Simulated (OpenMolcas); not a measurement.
# Ta²⁺ among point charges: CASSCF levels and susceptibility

Aim: the splitting of the states of Ta²⁺ in the field of 2 point charges, its lowest levels with spin-orbit coupling and its magnetic susceptibility.

Program: OpenMolcas 26.06. Level of theory: state-averaged CASSCF, spin-orbit coupling by RASSI with atomic mean-field integrals. These are calculated values, not measurements, unless marked.

1 further run of the same task is left out (it didn't finish).

## Step 1: What is computed

| Quantity | Value |
| --- | --- |
| Species | Ta²⁺ (tantalum, Z = 73, 71 electrons) |
| Basis | ANO-RCC-VDZP [7s6p4d2f1g], 68 functions |
| Scalar Hamiltonian | DKH2, point nucleus |
| Inactive shells | 1s 2s 2p 3s 3p 3d 4s 4p 4d 4f 5s 5p |
| Active space | 3 electrons in 5 orbitals (5d) |
| Some configurations of this space | 5d³ |
| Orbitals | optimised for each spin and parity, averaged over all roots |

The outer shells:

5d3
```
5d [↑ ][↑ ][↑ ][  ][  ]
```

The ion sits among 2 point charges of -1 e arranged as a linear pair (D∞h), 1.93 Å from the ion. The active orbitals were held to one l.

Each step is its own input file, run in one work folder so that later steps find the files of earlier ones. Labels, J, g values, rates, χT and fits are worked out afterwards by a script from the matrices that RASSI stores. The input lists half of the charges; inversion (Group=XYZ) makes the rest.

## Step 2: Basis and integrals

Input file a.inp:

```
&GATEWAY
Coord
1

Ta 0.0 0.0 0.0
Basis=ANO-RCC-VDZP
Group=XYZ
NoMove
AngMom=0.0 0.0 0.0
AMFI
XField
1 Angstrom 0
0.000000 0.000000 1.930000 -1.000000
&SEWARD
```

The run is started by

```bash
$ OMP_NUM_THREADS=1 MOLCAS_MEM=1689 MOLCAS_PROJECT=a pymolcas a.inp > a.log
```

## Step 3: CASSCF: quartets of even parity, 10 roots

Input file a.inp:

```
&RASSCF
FileOrb=start.orb
Symmetry=1
Spin=4
nActEl=3 0 0
Inactive=15 19
Ras2=5 0
CIRoot=10 10 1
SDav=10
CIMx=300
Iter=120 100
PrWF=0.3
OrbListing=Nothing
MaxOrb=0
SupSym
1
20 4 5 6 7 8 10 11 12 13 14 16 17 18 19 20 23 24 25 26 27
0
>>> COPY $Project.JobIph JOB001
```

start.orb holds the contracted functions of the basis, ordered by shell, or the orbitals of the step before.

## Step 4: Reference wave functions, doublets of even parity, 40 roots

Input file a.inp:

```
&RASSCF
FileOrb=start.orb
Symmetry=1
Spin=2
nActEl=3 0 0
Inactive=15 19
Ras2=5 0
CIRoot=40 40 1
SDav=40
CIMx=300
Iter=120 100
PrWF=0.3
OrbListing=Nothing
MaxOrb=0
SupSym
1
20 4 5 6 7 8 10 11 12 13 14 16 17 18 19 20 23 24 25 26 27
0
>>> COPY $Project.JobIph JOB002
```

## Step 5: RASSI: spin-orbit coupling between the states

Input file a.inp:

```
&RASSI
NrOfJobIphs=2 10 40
1 2 3 4 5 6 7 8 9 10
1 2 3 4 5 6 7 8 9 10 11 12 13 14 15 16 17 18 19 20 21 22 23 24 25 26 27
28 29 30 31 32 33 34 35 36 37 38 39 40
IphNames
JOB001
JOB002
EJob
SpinOrbit
DIPRint=1.0
SOCoupling=1000.0
Subsets=2
Property=9
'ANGMOM' 1 'ANGMOM' 2 'ANGMOM' 3 'MLTPL  1' 1 'MLTPL  1' 2 'MLTPL  1' 3
'AMFI' 1 'AMFI' 2 'AMFI' 3
SOProperty=3
'ANGMOM' 1 'ANGMOM' 2 'ANGMOM' 3
```

**Question.** What will these runs give? Wanted: spin-free ground state; first state of the same spin within the active space; lowest level; next level.

The runs gave:

| quantity | value |
| --- | --- |
| method | CASSCF |
| spin-free ground state | 4Pi, 2-fold in its orbital part |
| first state of the same spin within the active space | 4Delta at 7410 cm⁻¹ |
| lowest level | 2-fold, g = 0.33, 0.40, 0.40 |
| next level | 1004.6 cm⁻¹ |
| χT at 300 K | 0.28 cm³ K/mol |
| effective moment at 300 K | 1.51 μB |

In words: The spin-free ground state (4Pi) comes to 58 % from free-ion F terms and keeps the highest spin of the shell. χT at 300 K is 0.28, against 1.88 cm³ K/mol for the spin alone, so spin-orbit coupling lowers it. The field of point charges can differ much from that of real complexes. Point charges carry no covalency, so the field is a model and not that of real ligands.
